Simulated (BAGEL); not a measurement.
# doublet GePH3Cl: levels of theory compared

Aim: a comparison of 3 runs (ROHF/6-31G*, ROHF/cc-pVDZ, UHF/cc-pVDZ) of doublet GePH3Cl. 

The results are computed with BAGEL 1.2.2.

## Step 1: The molecule

GePH3Cl: 6 atoms, total charge 0, spin state doublet. As SMILES of the parent species, `[PH2][GeH-][Cl]`. The shape comes from GFN2-xTB, which is rough for such elements, and wasn't checked as a minimum. This is one conformer, not always the lowest. That shape belongs to the parent species and isn't relaxed for this state.

Bond lengths: P1–Ge2 2.424 Å, Ge2–Cl3 2.303 Å, P1–H4 1.382 Å, P1–H5 1.370 Å, Ge2–H6 1.695 Å. Angles: P1–Ge2–Cl3 99.8°, P1–Ge2–H6 87.6°, Cl3–Ge2–H6 92.5°, Ge2–P1–H4 93.8°, Ge2–P1–H5 95.6°, H4–P1–H5 91.3°.

## Step 2: A single-point energy at ROHF/6-31G(d) (density fitting with qzvpp-jkfit, spherical functions) (run 1)

Contents of hf.json:

```json
{ "bagel" : [

{
  "title" : "molecule",
  "basis" : "6-31gs.json",
  "df_basis" : "qzvpp-jkfit",
  "angstrom" : true,
  "geometry" : [
    { "atom" : "P", "xyz" : [      -0.279080,       0.005500,      -1.357530 ] },
    { "atom" : "Ge", "xyz" : [       0.680280,      -0.990620,       0.633140 ] },
    { "atom" : "Cl", "xyz" : [      -0.210770,       0.402310,       2.235800 ] },
    { "atom" : "H", "xyz" : [      -1.514720,      -0.585650,      -1.170460 ] },
    { "atom" : "H", "xyz" : [      -0.701340,       1.154480,      -0.741550 ] },
    { "atom" : "H", "xyz" : [       2.025620,       0.013980,       0.400600 ] }
  ]
},

{
  "title" : "rohf",
  "charge" : 0,
  "nopen" : 1
},

{
  "title" : "print",
  "file" : "orbitals.molden",
  "orbitals" : true
}

]}
```

The basis set 6-31G* is read from a file made from the Basis Set Exchange's data (not shown).

The run is started by

```console
$ BAGEL_NUM_THREADS=1 BAGEL hf.json > hf.out
```

Log:

```text
* using 1 threads per process

  ===============================================================
  ===============================================================

  *** Geometry ***

  { "atom" : "P", "xyz" : [     -0.527385,      0.010393,     -2.565360 ] },
  { "atom" : "Ge", "xyz" : [      1.285543,     -1.872000,      1.196461 ] },
  { "atom" : "Cl", "xyz" : [     -0.398298,      0.760256,      4.225050 ] },
  { "atom" : "H", "xyz" : [     -2.862406,     -1.106718,     -2.211849 ] },
  { "atom" : "H", "xyz" : [     -1.325341,      2.181651,     -1.401326 ] },
  { "atom" : "H", "xyz" : [      3.827867,      0.026418,      0.757024 ] },

  Number of auxiliary basis functions:      576

  Since a DF basis is specified, we compute 2- and 3-index integrals:
    o Being stored without compression. Storage requirement is 0.025 GB

  Number of basis functions:       74
  Number of electrons      :       67

    * METHOD: MOLECULE                             0.33

  *** Open-shell HF ***

  === Nuclear Repulsion ===
   312.0539252966

      * DIIS with orbital gradients will be used.

  === ROHF iteration (6-31gs.json) ===
      0      -2876.92761584          0.01488115           0.22
      1      -2876.98646151          0.00753704           0.22
      2      -2876.99805253          0.00414865           0.23
      3      -2877.00166940          0.00125473           0.22
      4      -2877.00287570          0.00072979           0.22
      5      -2877.00353822          0.00041702           0.22
      6      -2877.00384633          0.00015183           0.22
      7      -2877.00402749          0.00008053           0.22
      8      -2877.00406209          0.00003598           0.22
      9      -2877.00407348          0.00001424           0.22
     10      -2877.00408020          0.00000510           0.22
     11      -2877.00408320          0.00000191           0.22
     12      -2877.00408302          0.00000082           0.22
     13      -2877.00408324          0.00000028           0.22
     14      -2877.00408311          0.00000013           0.22
     15      -2877.00408309          0.00000008           0.22
     16      -2877.00408309          0.00000003           0.22
     17      -2877.00408310          0.00000002           0.21
     18      -2877.00408310          0.00000001           0.22
    * SCF iteration converged.

    * S^2 (ROHF) is 0.7500

    * Permanent dipole moment:
           (   -0.110476,     0.930657,     0.720452) a.u.

    * METHOD: ROHF                                 4.44

    * METHOD: PRINT                                0.01

  ===============================================================
```

Wall time 5.1 s (1 thread of Arm Neoverse V2, shared host).

## Step 3: A single-point energy at ROHF/cc-pVDZ (density fitting with qzvpp-jkfit) (run 2)

Contents of input.json:

```json
{ "bagel": [

{
  "title": "molecule",
  "basis": "cc-pvdz.json",
  "df_basis": "qzvpp-jkfit",
  "angstrom": true,
  "geometry": [
    { "atom": "P", "xyz": [      -0.279080,       0.005500,      -1.357530 ] },
    { "atom": "Ge", "xyz": [       0.680280,      -0.990620,       0.633140 ] },
    { "atom": "Cl", "xyz": [      -0.210770,       0.402310,       2.235800 ] },
    { "atom": "H", "xyz": [      -1.514720,      -0.585650,      -1.170460 ] },
    { "atom": "H", "xyz": [      -0.701340,       1.154480,      -0.741550 ] },
    { "atom": "H", "xyz": [       2.025620,       0.013980,       0.400600 ] }
  ]
},

{
  "title": "rohf",
  "nopen": 1
},

{
  "title": "print",
  "file": "orbitals.molden",
  "orbitals": true
}

]}
```

The basis set cc-pVDZ is read from a file made from the Basis Set Exchange's data (not shown).

The run is started by

```console
$ BAGEL_NUM_THREADS=1 BAGEL input.json > input.out
```

Log:

```text
* using 1 threads per process

  ===============================================================
  ===============================================================

  *** Geometry ***

  { "atom" : "P", "xyz" : [     -0.527385,      0.010393,     -2.565360 ] },
  { "atom" : "Ge", "xyz" : [      1.285543,     -1.872000,      1.196461 ] },
  { "atom" : "Cl", "xyz" : [     -0.398298,      0.760256,      4.225050 ] },
  { "atom" : "H", "xyz" : [     -2.862406,     -1.106718,     -2.211849 ] },
  { "atom" : "H", "xyz" : [     -1.325341,      2.181651,     -1.401326 ] },
  { "atom" : "H", "xyz" : [      3.827867,      0.026418,      0.757024 ] },

  Number of auxiliary basis functions:      576

  Since a DF basis is specified, we compute 2- and 3-index integrals:
    o Being stored without compression. Storage requirement is 0.028 GB

  Number of basis functions:       78
  Number of electrons      :       67

    * METHOD: MOLECULE                             0.31

  *** Open-shell HF ***

  === Nuclear Repulsion ===
   312.0539252966

      * DIIS with orbital gradients will be used.

  === ROHF iteration (cc-pvdz.json) ===
      0      -2877.20788643          0.01647586           0.24
      1      -2877.28479303          0.00809109           0.23
      2      -2877.30069135          0.00381468           0.23
      3      -2877.30534724          0.00127108           0.23
      4      -2877.30696909          0.00073217           0.23
      5      -2877.30777423          0.00044984           0.23
      6      -2877.30814106          0.00018764           0.23
      7      -2877.30834835          0.00010270           0.23
      8      -2877.30838959          0.00003655           0.23
      9      -2877.30840045          0.00001454           0.23
     10      -2877.30841190          0.00000572           0.23
     11      -2877.30841219          0.00000226           0.23
     12      -2877.30841258          0.00000071           0.23
     13      -2877.30841223          0.00000033           0.23
     14      -2877.30841218          0.00000020           0.23
     15      -2877.30841216          0.00000011           0.22
     16      -2877.30841217          0.00000007           0.22
     17      -2877.30841218          0.00000004           0.23
     18      -2877.30841219          0.00000002           0.23
     19      -2877.30841219          0.00000001           0.23
    * SCF iteration converged.

    * S^2 (ROHF) is 0.7500

    * Permanent dipole moment:
           (   -0.088762,     0.898127,     0.704280) a.u.

    * METHOD: ROHF                                 4.85

    * METHOD: PRINT                                0.01

  ===============================================================
```

Wall time 5.4 s (1 thread of Arm Neoverse V2, shared host).

## Step 4: A single-point energy at UHF/cc-pVDZ (density fitting with qzvpp-jkfit) (run 3)

Contents of input.json:

```json
{ "bagel": [

{
  "title": "molecule",
  "basis": "cc-pvdz.json",
  "df_basis": "qzvpp-jkfit",
  "angstrom": true,
  "geometry": [
    { "atom": "P", "xyz": [   -0.279080,    0.005500,   -1.357530 ] },
    { "atom": "Ge", "xyz": [    0.680280,   -0.990620,    0.633140 ] },
    { "atom": "Cl", "xyz": [   -0.210770,    0.402310,    2.235800 ] },
    { "atom": "H", "xyz": [   -1.514720,   -0.585650,   -1.170460 ] },
    { "atom": "H", "xyz": [   -0.701340,    1.154480,   -0.741550 ] },
    { "atom": "H", "xyz": [    2.025620,    0.013980,    0.400600 ] }
  ]
},
{
  "title": "uhf",
  "nopen": 1
},
{
  "title": "print",
  "file": "orbitals.molden",
  "orbitals": true
}

]}
```

The basis set cc-pVDZ is read from a file made from the Basis Set Exchange's data (not shown).

The run is started by

```console
$ BAGEL_NUM_THREADS=1 BAGEL input.json > input.out
```

Log:

```text
* using 1 threads per process

  ===============================================================
  ===============================================================

  *** Geometry ***

  { "atom" : "P", "xyz" : [     -0.527385,      0.010393,     -2.565360 ] },
  { "atom" : "Ge", "xyz" : [      1.285543,     -1.872000,      1.196461 ] },
  { "atom" : "Cl", "xyz" : [     -0.398298,      0.760256,      4.225050 ] },
  { "atom" : "H", "xyz" : [     -2.862406,     -1.106718,     -2.211849 ] },
  { "atom" : "H", "xyz" : [     -1.325341,      2.181651,     -1.401326 ] },
  { "atom" : "H", "xyz" : [      3.827867,      0.026418,      0.757024 ] },

  Number of auxiliary basis functions:      576

  Since a DF basis is specified, we compute 2- and 3-index integrals:
    o Being stored without compression. Storage requirement is 0.028 GB

  Number of basis functions:       78
  Number of electrons      :       67

    * METHOD: MOLECULE                             0.31

  *** Open-shell HF ***

  === Nuclear Repulsion ===
   312.0539252966

      * DIIS with orbital gradients will be used.

  === UHF iteration (cc-pvdz.json) ===
      0      -2877.20788643          0.01647586           0.23
      1      -2877.29014119          0.00800338           0.23
      2      -2877.30698641          0.00361306           0.23
      3      -2877.31112306          0.00100730           0.23
      4      -2877.31223861          0.00034416           0.23
      5      -2877.31240593          0.00016787           0.22
      6      -2877.31245833          0.00005882           0.23
      7      -2877.31246689          0.00002795           0.23
      8      -2877.31247214          0.00001445           0.22
      9      -2877.31247376          0.00001181           0.23
     10      -2877.31247535          0.00000872           0.22
     11      -2877.31247601          0.00000563           0.22
     12      -2877.31247616          0.00000341           0.22
     13      -2877.31247621          0.00000210           0.22
     14      -2877.31247624          0.00000111           0.23
     15      -2877.31247625          0.00000057           0.23
     16      -2877.31247625          0.00000030           0.23
     17      -2877.31247625          0.00000015           0.22
     18      -2877.31247625          0.00000008           0.23
     19      -2877.31247625          0.00000005           0.23
     20      -2877.31247625          0.00000004           0.23
     21      -2877.31247625          0.00000003           0.23
     22      -2877.31247625          0.00000002           0.23
     23      -2877.31247625          0.00000001           0.23
     24      -2877.31247625          0.00000001           0.23
    * SCF iteration converged.

    * S^2 (UHF) is 0.7873

    * Permanent dipole moment:
           (   -0.042985,     0.846047,     0.822785) a.u.

    * METHOD: UHF                                  5.93

    * METHOD: PRINT                                0.01

  ===============================================================
```

Run time: 6.6 s. Hardware: 1 thread of Arm Neoverse V2, shared host.

## Step 5: Overview of the runs

```
run                                                                level   energy (Eh)  dipole moment (D)   ⟨S²⟩  wall time
  1  ROHF/6-31G* (density fitting with qzvpp-jkfit, spherical functions)  -2877.004083               3.00  0.750      5.1 s
  2                      ROHF/cc-pVDZ (density fitting with qzvpp-jkfit)  -2877.308412               2.91  0.750      5.4 s
  3                       UHF/cc-pVDZ (density fitting with qzvpp-jkfit)  -2877.312476               3.00  0.787      6.6 s
```

## Step 6: Summary of results

| quantity | value |
| --- | --- |
| run 3: total energy | -2877.31248 Eh |
| run 3: dipole moment | 3.00 D |
| run 3: ⟨S²⟩ | 0.787 |

In words: The dipole moment (its size) runs from 2.91 D (ROHF/cc-pVDZ) to 3.00 D (ROHF/6-31G*). All runs together took 17 s, the longest 6.6 s.
